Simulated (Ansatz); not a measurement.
# TaRu: stress in a strained cell

TaRu is deformed so: equal xx and yy strain of -2 %. What stress and forces result, by LAPW, PAW and all-electron datasets made for the crystal?

Program: Ansatz 0.2.0. Level of theory: DFT LDA, scalar-relativistic. These are calculated values, not measurements.

### 1 The starting structure

Symmetry: P4/mmm, No. 123, tetragonal system. Conventional cell: a = 3.053 Å, b = 3.053 Å, c = 3.389 Å, α = 90.00°, β = 90.00°, γ = 90.00°. Around Ta (site symmetry 4/mmm) lie 8 Ru at 2.74 Å and 4 Ta at 3.05 Å. Ru (site symmetry 4/mmm) has 8 Ta at 2.74 Å and 4 Ru at 3.05 Å as nearest neighbours.

Coordinates:

```
Ta Ru
1.0
     3.05300    0.00000    0.00000
     0.00000    3.05300    0.00000
     0.00000    0.00000    3.38900
Ta Ru
1 1
Direct
  0.50000 0.50000 0.50000
  0.00000 0.00000 0.00000
```

Atoms are numbered in the order of the input: Ta1, Ru2.

### 2 The deformed structure

Space group P4/mmm before, P4/mmm after.

### 3 Full-potential LAPW

The input, input.yaml:

```yaml
crystal:
  lattice:
    - [2.99194, 0.0, 0.0]
    - [0.0, 2.99194, 0.0]
    - [0.0, 0.0, 3.389]
  atoms:
    - { symbol: Ta, position: [0.5, 0.5, 0.5] }
    - { symbol: Ru, position: [0.0, 0.0, 0.0] }
kpoints:
  mp_grid: { grid: [11, 11, 10] }
  band_path:
    path:
      - [0.0, 0.0, 0.0]
      - [0.0, 0.5, 0.0]
      - [0.5, 0.5, 0.0]
      - [0.0, 0.0, 0.0]
      - [0.0, 0.0, 0.5]
      - [0.0, 0.5, 0.5]
      - [0.5, 0.5, 0.5]
      - [0.0, 0.0, 0.5]
      - [0.0, 0.5, 0.0]
    npoints: 5
scf:
  occupations: { method: fermi_dirac, width: 0.05 }
hamiltonian:
  xc: lda
  pseudopotentials: { kind: all_electron, lapw: { basis_error: 0.0005 } }
output:
  forces: true
  stress: true
  eigenvalues: true
```

Command:

```
$ ansatz run input.yaml --threads 1 --pin off --max-ram 3072MiB --backend cpu --events-out ev --progress --plain --runs-dir out
```

### 4 Frozen-core PAW

The input, input.yaml:

```yaml
crystal:
  lattice:
    - [2.99194, 0.0, 0.0]
    - [0.0, 2.99194, 0.0]
    - [0.0, 0.0, 3.389]
  atoms:
    - { symbol: Ta, position: [0.5, 0.5, 0.5] }
    - { symbol: Ru, position: [0.0, 0.0, 0.0] }
kpoints:
  mp_grid: { grid: [11, 11, 10] }
scf:
  occupations: { method: fermi_dirac, width: 0.05 }
hamiltonian:
  xc: lda
  pseudopotentials: { kind: paw }
output:
  forces: true
  stress: true
  eigenvalues: true
  efg: { contact_densities: true }
  write_density: true
  write_potential: true
  elf: true
  volumetric_format: npy
```

### 5 Datasets made for this crystal

Edit input.yaml of step 4 so:

```diff
@@ -14,3 +14,3 @@
   xc: lda
-  pseudopotentials: { kind: paw }
+  pseudopotentials: { kind: all_electron, datasets: crystal }
 output:
@@ -20,5 +20 @@
   efg: { contact_densities: true }
-  write_density: true
-  write_potential: true
-  elf: true
-  volumetric_format: npy
```

(Steps that only read results are left out.)

What does the calculation give? Wanted: pressure; largest shear or deviatoric stress.

**Answer**, as computed:

| quantity | value |
| --- | --- |
| pressure | LAPW 0.48, PAW 0.38, crystal datasets 0.47 GPa |
| largest shear or deviatoric stress (LAPW) | 0.68 GPa |

What this shows: The largest part of the stress beyond the pressure is 0.68 GPa in size, in the zz component; the atoms are carried along and not relaxed. No run of the undeformed cell stands beside it, so the pressure holds what the given cell had before the change. PAW: stress within 0.13 GPa of LAPW. Crystal datasets: stress within 0.01 GPa of LAPW. Spin-orbit coupling is left out, though the cell holds Ta; in elements this heavy it can shift bands and gaps by tenths of an eV.
